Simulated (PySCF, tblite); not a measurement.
# C₅H₆FNSi: geometry, infrared bands and NMR shifts

Aim: predict the infrared bands and NMR shifts of C₅H₆FNSi (`C#C[Si@H]1[C@H](F)[C@@H]1N=C`).

Programs: tblite 0.8.0 and PySCF 2.14.0, with density-fitted response routines of our own. Each step states its level of theory. These are calculated values for one molecule in the gas phase, unless marked as measured. Atoms are numbered from 0 throughout.

**1. Starting geometry**

14 atoms, charge 0, multiplicity 1; geometry from: force field or distance geometry start.

Bonds of the start (Å): C0–C1 1.18, C1–Si2 1.91, Si2–C3 1.77, C3–F4 1.41, C3–C5 1.46, C5–N6 1.49, N6–C7 1.29, C5–Si2 2.29, C0–H8 1.07, Si2–H9 1.49, C3–H10 1.08, C5–H11 1.08, C7–H12 1.10, C7–H13 1.09.

**2. Relaxing the molecule with GFN2-xTB**

Job settings and geometry (Å):

```
{"job": {"kind": "relax", "xc": "GFN2-xTB", "basis": "xTB"}, "charge": 0, "multiplicity": 1}
C     -3.479800     1.064600    -0.585500
C     -2.615500     0.361200    -0.185800
Si    -1.218600    -0.759800     0.469400
C      0.142600    -1.035800    -0.620100
F      1.017900    -2.086600    -0.293400
C      0.642800     0.309300    -0.338300
N      1.484500     0.564400     0.868900
C      2.737400     0.277200     0.721600
H     -4.260600     1.700600    -0.941400
H     -1.023800    -0.640500     1.938000
H     -0.136300    -1.220800    -1.647300
H      0.129700     1.171900    -0.739300
H      3.137300    -0.125100    -0.215300
H      3.441700     0.419100     1.546200
```

On the command line:

```console
$ OMP_NUM_THREADS=1 python probes_run.py task.json out
```

One launch serves the whole session: the jobs run in the order shown.

**Question.** This job is followed by: GFN2-xTB harmonic vibrations, gas phase; GIAO PBE0/pcSseg-1 NMR shielding, non-relativistic, gas phase. What will the session give for the following? strongest single infrared mode (GFN2-xTB); zero-point energy (GFN2-xTB); 13C shifts against TMS (PBE0/pcSseg-1); 1H shifts against TMS (PBE0/pcSseg-1); 29Si shifts against TMS (PBE0/pcSseg-1); 19F shifts against CFCl3 (PBE0/pcSseg-1); 15N shifts against NH3 (PBE0/pcSseg-1).

As calculated:

```
                                 quantity                                   value
strongest single infrared mode (GFN2-xTB)                   2392 cm⁻¹, 225 km/mol
             zero-point energy (GFN2-xTB)                           57.4 kcal/mol
   13C shifts against TMS (PBE0/pcSseg-1)      153.9, 105.6, 91.4, 83.2, 44.0 ppm
    1H shifts against TMS (PBE0/pcSseg-1)  7.58, 7.28, 5.79, 4.39, 3.96, 1.91 ppm
  29Si shifts against TMS (PBE0/pcSseg-1)                              -120.6 ppm
 19F shifts against CFCl3 (PBE0/pcSseg-1)                              -269.0 ppm
   15N shifts against NH3 (PBE0/pcSseg-1)                               403.8 ppm
```

**Reading.** The optimisation took 130 steps and gained 1.655 eV; among the close pairs (by a distance rule), Si2–C5 changed most, from 2.294 to 1.933 Å. All 36 modes are real, so the xTB geometry is a minimum. The strongest single mode, at 2392 cm⁻¹, moves mainly H9. Unscaled tight-binding wavenumbers are off by several per cent, some by more. Its intensities can rank the bands wrongly. At PBE0/pcSseg-1: Shielding is most anisotropic at N6 (span 811 ppm, paramagnetic term -460 ppm).
